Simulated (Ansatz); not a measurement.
# ZnCu: the cost of one run

All numbers are computed with Ansatz 0.2.0, driven from Python. Level of theory: DFT PBE, plane waves, PAW.

## Step 1: Starting point

It takes space group Pm-3m (No. 221, cubic). Conventional cell: a = 2.945 Å, b = 2.945 Å, c = 2.945 Å, α = 90.00°, β = 90.00°, γ = 90.00°. Zn (site symmetry m-3m) is surrounded by 8 Cu at 2.55 Å. Around Cu (site symmetry m-3m) lie 8 Zn at 2.55 Å.

The script holds or builds the structure itself.

## Step 2: Script

Contents of slab.py:

```python
# -*- coding: utf-8 -*-
"""Slab calculation for ZnCu."""

import ansatz as az
from ase import Atoms
from ase.build import surface
import numpy as np

FUNCTIONAL = "PBE"
ECUT = 550
SMEARING = "fermi_dirac"
SIGMA = 0.1

atoms = Atoms(
    ["Zn", "Cu"],
    scaled_positions=[
        [0.5, 0.5, 0.5],
        [0.0, 0.0, 0.0],
    ],
    cell=[
        [2.945, 0.0, 0.0],
        [0.0, 2.945, 0.0],
        [0.0, 0.0, 2.945],
    ],
    pbc=True,
)
# Miller indices count the vectors of the cell as typed
slab = surface(atoms, (0, 0, 1), 4, vacuum=6.0)
slab.pbc = True

print(slab.get_chemical_formula(), "area {:.3f} A^2, cell height {:.2f} A".format(np.linalg.norm(np.cross(slab.cell[0], slab.cell[1])), slab.cell[2, 2]))


def common(structure):
    return (
        az.Crystal.from_ase(structure).calculation()
        .functional(FUNCTIONAL)
        .basis(ECUT)
        .occupations(SMEARING, width=SIGMA)
    )


model = (
    common(slab)
    .kpoints(6, 6, 1)
    .electric_field(axis=3, dipole_correction=True)
    .potential()
    .forces()
)
outcome = model.run(threads=1)
summary = outcome.report

print(f"slab free energy {summary['free_energy_ev']:.4f} eV, Fermi level {summary['fermi_energy_ev']:.3f} eV")
face = summary["work_function"]
print("work function (eV), upper and lower face:", *(round(face[k], 3) for k in ("phi_plus_ev", "phi_minus_ev") if face.get(k) is not None))
print(f"dipole {face['dipole_moment_e_ang']:+.4f} e A")

v = outcome.potential()
profile = (v.v_es_ev + (0 if v.v_field_ev is None else v.v_field_ev)).mean(axis=(0, 1))
height = outcome.lattice.cell_ang[2][2]
print("z (A)   planar potential less the Fermi level (eV)")
for i in range(0, len(profile), max(len(profile) // 24, 1)):
    print(f"{i * height / len(profile):6.2f} {profile[i] - summary['fermi_energy_ev']:9.3f}")
```

## Step 3: Running it

On the command line:

```
> python slab.py
```

What time and memory should one allow on 1 thread of Arm Neoverse V1, shared host?

About 38 s, with a peak of 0.65 GiB.
